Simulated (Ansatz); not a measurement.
# BH₅O₃S, SMILES O[B-](O)(O)[SH2+]: vertical spin-state energies

With Ansatz's Python interface.

Typed at the interpreter:
```pycon
>>> import ansatz as az
>>> from ase import Atoms
>>> atoms = Atoms(['O', 'B', 'O', 'O', 'S', 'H', 'H', 'H', 'H', 'H'], positions=[
...     (-1.0267, -0.0993, -1.1066),
...     (-0.0085, -0.3189, -0.1366),
...     (1.0488, -1.0644, -0.8107),
...     (-0.4669, -1.0888, 0.9936),
...     (0.6624, 1.2956, 0.4805),
...     (-1.8158, 0.3875, -0.6161),
...     (1.762, -1.2887, -0.082),
...     (-0.8422, -1.9286, 0.601),
...     (1.0959, 2.0806, -0.5145),
...     (-0.3259, 1.9738, 1.1942),
... ])
>>> system = az.Crystal.molecule_from_ase(atoms)
>>> calculation = (
...     system.calculation()
...     .basis(gaussian='6-31G*')
...     .functional('r2scan0')
... )
>>> found = {}
>>> for unpaired in [0, 2, 4]:
...     report = calculation.spin('collinear', total=unpaired).run().report
...     s = unpaired / 2
...     found[unpaired] = report['free_energy_ev']
...     print(f'2S+1 = {unpaired + 1}: E = {found[unpaired]:.5f} eV, <S^2> = {abs(report["mean_field"]["state"]["spin_squared"]):.3f} (pure state {s * (s + 1):.2f})')
...
2S+1 = 1: E = -17729.46898 eV, <S^2> = 0.000 (pure state 0.00)
2S+1 = 3: E = -17723.88988 eV, <S^2> = 2.012 (pure state 2.00)
2S+1 = 5: E = -17717.50426 eV, <S^2> = 6.020 (pure state 6.00)
>>> lowest = min(found, key=found.get)
>>> for unpaired, e in found.items():
...     print(f'multiplicity {unpaired + 1}: {96.485332 * (e - found[lowest]):.1f} kJ/mol above the lowest')
...
multiplicity 1: 0.0 kJ/mol above the lowest
multiplicity 3: 538.3 kJ/mol above the lowest
multiplicity 5: 1154.4 kJ/mol above the lowest
```

In order: multiplicity 1 (+0.00 eV), multiplicity 3 (+5.58 eV) and multiplicity 5 (+11.96 eV), all at the one geometry.

Notes:
- Total energies depend on the basis set; only differences at equal settings carry meaning.
- The geometry is a force-field or estimated start, not a minimum of this method, and the basis set is short of its limit. All parts are taken at fixed geometry, without zero-point energy.
- Finished in 69 s on 1 thread of Arm Neoverse V1, on a shared host, peak memory 0.37 GiB.

(Lines on the test bed's own set-up are left out of the output.)
